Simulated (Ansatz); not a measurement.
# C3H5AlS: up Jacob's ladder to CCSD(T)

Aim: compute C3H5AlS with functionals from several rungs and with coupled cluster, and see how far each lands from CCSD(T) at the basis-set limit for the atomisation energy.

Computed with Ansatz 0.2.0, Gaussian basis. Level: functionals in def2-TZVPP, the program's frozen cores in correlated methods.

The runs, in order: LDA (SPW92), PBE-D4, revPBE-D4, BLYP-D4, r2SCAN-D4, B97M-V, PBE0-D4, B3LYP-D4, r2SCANh-D4, r2SCAN0-D4, HSE06-D4, BHLYP-D4, CAM-B3LYP-D4, LC-ωPBE, ωB97X-V, ωB97M-V, B2PLYP, PBE-QIDH; CCSD(T)/def2-SVP; CCSD(T)/def2-TZVPP; MP2/def2-QZVPP; extrapolation to the limit; RPA on PBE.

### 1 The relaxed structure

All runs share one geometry, relaxed beforehand with PBE0-D4 in a triple-zeta def2 set.

SMILES `C=[C]1[S][Al]1[CH3]`, 10 atoms, charge 0, spin multiplicity 1.

Atoms are counted from 1 here; the program's logs count them from 0.

Bond lengths: C1–C2 1.324 Å, C1–H6 1.085 Å, C1–H7 1.087 Å, C2–S3 1.849 Å, C2–Al4 1.878 Å, S3–Al4 2.140 Å, Al4–C5 1.932 Å, C5–H8 1.092 Å, C5–H9 1.093 Å, C5–H10 1.093 Å. Angles: C2–C1–H6 119.9°, C2–C1–H7 122.9°, H6–C1–H7 117.1°, C1–C2–S3 126.7°, C1–C2–Al4 163.2°, S3–C2–Al4 70.1°, C2–S3–Al4 55.6°, C2–Al4–S3 54.3°, C2–Al4–C5 157.8°, S3–Al4–C5 147.9°, Al4–C5–H8 111.6°, Al4–C5–H9 110.2°, Al4–C5–H10 110.5°, H8–C5–H9 108.3°, H8–C5–H10 108.5°, H9–C5–H10 107.6°.

Coordinates:

```
C    -0.6813   -1.3009   -2.1545
C    -0.2326   -0.9619   -0.9555
S     0.4910   -2.0947    0.3140
Al    0.2493    0.0161    0.5737
C     0.4684    1.5609    1.7140
H    -1.0861   -0.5415   -2.8160
H    -0.6669   -2.3231   -2.5234
H     0.1994    2.4838    1.1967
H    -0.1626    1.4682    2.6019
H     1.5045    1.6422    2.0519
```

### 2 LDA

This LDA is Slater exchange with PW92 correlation.

in.yaml reads:

```yaml
crystal:
  periodic: [false, false, false]
  atoms:
    - {symbol: C, position_ang: [-0.681337, -1.300946, -2.154486]}
    - {symbol: C, position_ang: [-0.232617, -0.961934, -0.955485]}
    - {symbol: S, position_ang: [0.491034, -2.094724, 0.314025]}
    - {symbol: Al, position_ang: [0.249294, 0.016123, 0.573729]}
    - {symbol: C, position_ang: [0.468414, 1.560850, 1.714041]}
    - {symbol: H, position_ang: [-1.086094, -0.541547, -2.816034]}
    - {symbol: H, position_ang: [-0.666872, -2.323130, -2.523433]}
    - {symbol: H, position_ang: [0.199361, 2.483777, 1.196688]}
    - {symbol: H, position_ang: [-0.162602, 1.468236, 2.601915]}
    - {symbol: H, position_ang: [1.504519, 1.642194, 2.051941]}
basis:
  gaussian: {orbitals: def2-TZVPP}
hamiltonian: {xc: lda}
output: {orbitals: {seedname: orbitals}}
```

The run is started by

```console
ansatz run in.yaml --threads 4 --pin off --events-out ev --progress --plain --max-ram 10444MiB
```

The runs that follow: PBE-D4 (GGA); revPBE-D4 (GGA); BLYP-D4 (GGA); r2SCAN-D4 (meta-GGA); B97M-V (meta-GGA); B3LYP-D4 (hybrid); r2SCANh-D4 (hybrid); r2SCAN0-D4 (hybrid); HSE06-D4 (hybrid); BHLYP-D4 (hybrid); CAM-B3LYP-D4 (range-separated); LC-ωPBE (range-separated); ωB97X-V (range-separated); ωB97M-V (range-separated); B2PLYP (double hybrid); PBE-QIDH (double hybrid); CCSD(T) in def2-SVP; CCSD(T) in def2-TZVPP; MP2 in def2-QZVPP; RPA on PBE orbitals.

Before running them: what should the planned runs give, taken together? Wanted: atomisation energy, CCSD(T)/CBS; farthest beyond LDA; mean size of error, GGA; mean size of error, meta-GGA; mean size of error, hybrid; mean size of error, range-separated; mean size of error, double hybrid; gap, smallest and largest; T1 diagnostic.

**Answer**, as computed:

```
                               quantity                                                                               value
        atomisation energy, CCSD(T)/CBS                                                                      910.2 kcal/mol
functionals within 4.6 kcal/mol (0.5 %)  revPBE-D4, BLYP-D4, B3LYP-D4, r2SCANh-D4, CAM-B3LYP-D4, LC-ωPBE, ωB97X-V, PBE-QIDH
                    farthest beyond LDA                                                           BHLYP-D4 (-27.9 kcal/mol)
                mean size of error, GGA                                                                       10.5 kcal/mol
           mean size of error, meta-GGA                                                                       10.6 kcal/mol
             mean size of error, hybrid                                                                        9.6 kcal/mol
    mean size of error, range-separated                                                                        2.4 kcal/mol
      mean size of error, double hybrid                                                                        4.9 kcal/mol
              gap, smallest and largest                                            3.24 eV (LDA (SPW92)), 9.64 eV (LC-ωPBE)
                          T1 diagnostic                                                                              0.0139
triples share of the correlation energy                                                                               4.8 %
```

LDA overbinds by 134.7 kcal/mol (15 %). PBE-D4 is off by +26.4 kcal/mol. Double hybrids carry the basis error of their MP2 part in triple zeta, and no dispersion term here, so their miss is partly the set-up's. Taken by rung, range-separated functionals do best (2.4 kcal/mol on average) and meta-GGA ones worst beyond LDA (10.6 kcal/mol). GGA functionals lie within the reference's doubt of that worst mean (10.5 kcal/mol), so those two tie. The reference freezes the cores and leaves out relativity and excitations past (T), so misses under about 4.6 kcal/mol can't be ranked. Hartree-Fock recovers 73 % of the binding; the rest is correlation. CCSD(T) in def2-SVP is off by -48.8 kcal/mol, which most functionals beat. The gap grows from 3.2 to 9.6 eV across the functionals, mostly with the share of exact exchange. The restricted reference is unstable towards a spin-broken one.
